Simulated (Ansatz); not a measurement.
**TiB: further runs on the relaxed cell**

The task here is to estimate one member of a computed series from the others.

Method: DFT r2SCAN, scalar-relativistic, plane waves, PAW, in Ansatz 0.2.0.

### The structure to begin with

It takes space group Pnma (No. 62, orthorhombic). Conventional cell: a = 6.103 Å, b = 3.047 Å, c = 4.557 Å, α = 90.00°, β = 90.00°, γ = 90.00°. Ti (site symmetry m) has 7 B at 2.35 to 2.55 Å as nearest neighbours. B (site symmetry m) is surrounded by 2 B at 1.81 Å and 7 Ti at 2.35 to 2.55 Å.

Structure file:

```cif
data_structure
_symmetry_space_group_name_H-M 'P 1'
_symmetry_Int_Tables_number 1
_cell_length_a 6.1030
_cell_length_b 3.0469
_cell_length_c 4.5574
_cell_angle_alpha 90.000
_cell_angle_beta 90.000
_cell_angle_gamma 90.000
_cell_volume 84.75
loop_
_atom_site_label
_atom_site_type_symbol
_atom_site_fract_x
_atom_site_fract_y
_atom_site_fract_z
_atom_site_occupancy
Ti1 Ti 0.17763 0.25000 0.12248 1
Ti2 Ti 0.82237 0.75000 0.87752 1
Ti3 Ti 0.32237 0.75000 0.62248 1
Ti4 Ti 0.67763 0.25000 0.37752 1
B1 B 0.03008 0.25000 0.59946 1
B2 B 0.96992 0.75000 0.40054 1
B3 B 0.46992 0.75000 0.09946 1
B4 B 0.53008 0.25000 0.90054 1
```

This cell was relaxed beforehand with the same method: volume 10.59 Å³/atom, gap on the mesh none (metal).

Set-up of the first run:

File input.yaml:

```yaml
crystal:
  lattice:
    - [6.0413922914, 0.0, 0.0]
    - [0.0, 3.0161187667, 0.0]
    - [0.0, 0.0, 4.511368265]
  atoms:
    - { symbol: Ti, position: [0.1776331834, 0.25, 0.1224756536] }
    - { symbol: Ti, position: [0.8223668166, 0.75, 0.8775243464] }
    - { symbol: Ti, position: [0.3223668166, 0.75, 0.6224756536] }
    - { symbol: Ti, position: [0.6776331834, 0.25, 0.3775243464] }
    - { symbol: B, position: [0.0300822973, 0.25, 0.599462628] }
    - { symbol: B, position: [0.9699177027, 0.75, 0.400537372] }
    - { symbol: B, position: [0.4699177027, 0.75, 0.099462628] }
    - { symbol: B, position: [0.5300822973, 0.25, 0.900537372] }
basis:
  ecutwfc: 500
kpoints:
  mp_grid: { grid: [6, 12, 8] }
hamiltonian:
  xc: r2scan
scf:
  occupations: { method: gaussian, width: 0.1 }
output:
  forces: true
  stress: true
  eigenvalues: true
relax:
  adjacent_minimum: "off"
  f_tol: 0.01
  max_steps: 30
  cell: { stress_tol: 0.1, fix: [volume] }
```

Run with:

```
> ansatz run input.yaml --threads 2 --pin off --max-ram 5120MiB --backend cpu --events-out ev --progress --plain --runs-dir out
```

Steps of the session up to this table: Point at V/V0 = 0.97; Point at V/V0 = 1.03; Point at V/V0 = 0.94; Volume × 1.06; Volume × 0.91; Volume × 1.10; The cell scaled to 0.88 of its volume.

One of the session's tables, all rows but one given; the rest of the session is left out.

It belongs to the step «Equation of state». 

| volume (Å³/atom) | energy above the lowest point (meV/atom) | pressure (GPa) |
| --- | --- | --- |
| 9.322 | 126.2 | 35.38 |
| 9.640 | 67.2 | 24.44 |
| 9.958 | ? | ? |
| 10.276 | 6.7 | 6.95 |
| 10.593 | 0.0 | 0.00 |
| 10.911 | 6.1 | -5.97 |
| 11.229 | 23.2 | -11.10 |
| 11.653 | 60.4 | -16.79 |

**Question.** Estimate the row for volume (Å³/atom) = 9.958.

Worked estimate for «energy above the lowest point (meV/atom)». A straight line through the neighbours (9.640, 67.2) and (10.276, 6.7) gives 67.2 + (6.7 − 67.2) × (9.958 − 9.640) / (10.276 − 9.640) = 37.0; a parabola fitted to 4 rows on both sides gives 28.2.

The run gave: energy above the lowest point (meV/atom): 28.3; pressure (GPa): 15.03. In «energy above the lowest point (meV/atom)» the line misses by +8.7 and the parabola by -0.1.
